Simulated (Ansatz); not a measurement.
# WCl (doublet): wave-function methods side by side at distance W1–Cl2 = 2.060 Å, def2-SVP

The task here is to estimate one member of a computed series from the others.

Method: def2-SVP, core rule «outside noble gas», up to 9 orbitals frozen; program: Ansatz 0.2.0, Gaussian basis.

Plan: UHF; CCSD(T) on ROHF; CCSD(T) on UHF; CISD; CASSCF and MRCISD+Q, 3 electrons in 3 orbitals; CASSCF and NEVPT2, 3 electrons in 3 orbitals.

49 further runs of the same task are left out: 17 for a known fault of the program, 1 for a mislabelled method, 24 that didn't finish, 7 set aside as unsound or not needed.

## The geometry

The geometry derives from a PBE0/def2-TZVP stationary point (not a proven minimum). One bond is set to the value named and the two fragments are kept rigid. No spin-orbit coupling is included. Elements past krypton take def2 core potentials.

2 atoms, charge 0, spin multiplicity 2.

Atoms are counted from 1 here; the program's logs count them from 0.

Bond lengths: W1–Cl2 2.060 Å.

Set-up of the first run:

in.yaml reads:

```yaml
crystal:
  periodic: [false, false, false]
  atoms:
    - {symbol: W, position_ang: [0.000000, 0.000000, 0.000000]}
    - {symbol: Cl, position_ang: [0.000000, 0.000000, 2.060000]}
basis:
  gaussian: {orbitals: def2-SVP}
magnetization: {spin_polarized: true, initial_magnetization: 1}
hamiltonian: {xc: hf}
output: {orbitals: {seedname: orbitals}}
```

Run with:

```bash
$ ansatz run in.yaml --threads 1 --pin off --events-out ev --progress --plain --max-ram 2393MiB
```

Among the steps run: UHF; CCSD(T) on ROHF; CCSD(T) on UHF; CISD; CASSCF and MRCISD+Q, 3 electrons in 3 orbitals; CASSCF and NEVPT2, 3 electrons in 3 orbitals.

One of the session's tables, all rows but one given; the rest of the session is left out.

It belongs to the step «Misses and costs». 

| method | from RCCSD(T) (kcal/mol) |
| --- | --- |
| ROHF | +174.83 |
| UHF | +150.09 |
| RMP2 | +21.41 |
| UMP2 | +7.23 |
| RCCSD | +6.97 |
| UCCSD | -16.85 |
| RCCSD(T) | 0 |
| UCCSD(T) | -32.69 |
| CASSCF pair | ? |
| NEVPT2 pair | +22.27 |

**Question.** Estimate the row for CASSCF pair.

**Answer.** from RCCSD(T) (kcal/mol): +167.41. In the column «from RCCSD(T) (kcal/mol)» it lies between UHF (+150.09) and ROHF (+174.83).

Not comparable, so not listed: CISD; CASSCF and MRCISD+Q, 3 electrons in 3 orbitals (they don't share determinant, frozen orbitals or solution with the rows shown, or repeat one).

The program flags UCCSD(T) as in doubt (see the logs), so those rows may rest on another solution; read them beside their warnings.

Limits of these values: The determinant is far from a pure spin state, so its energy mixes those of several spin states (harmless only where they are near-degenerate, as at dissociation). The program flags UCCSD(T) as in doubt, so those rows may rest on another solution; read them beside their warnings. Restricted and unrestricted rows rest on different reference determinants; where their highest levels disagree by more than a few hundredths of an eV, they describe different states and don't form one ladder. Warnings in the runs' records: passed over end.
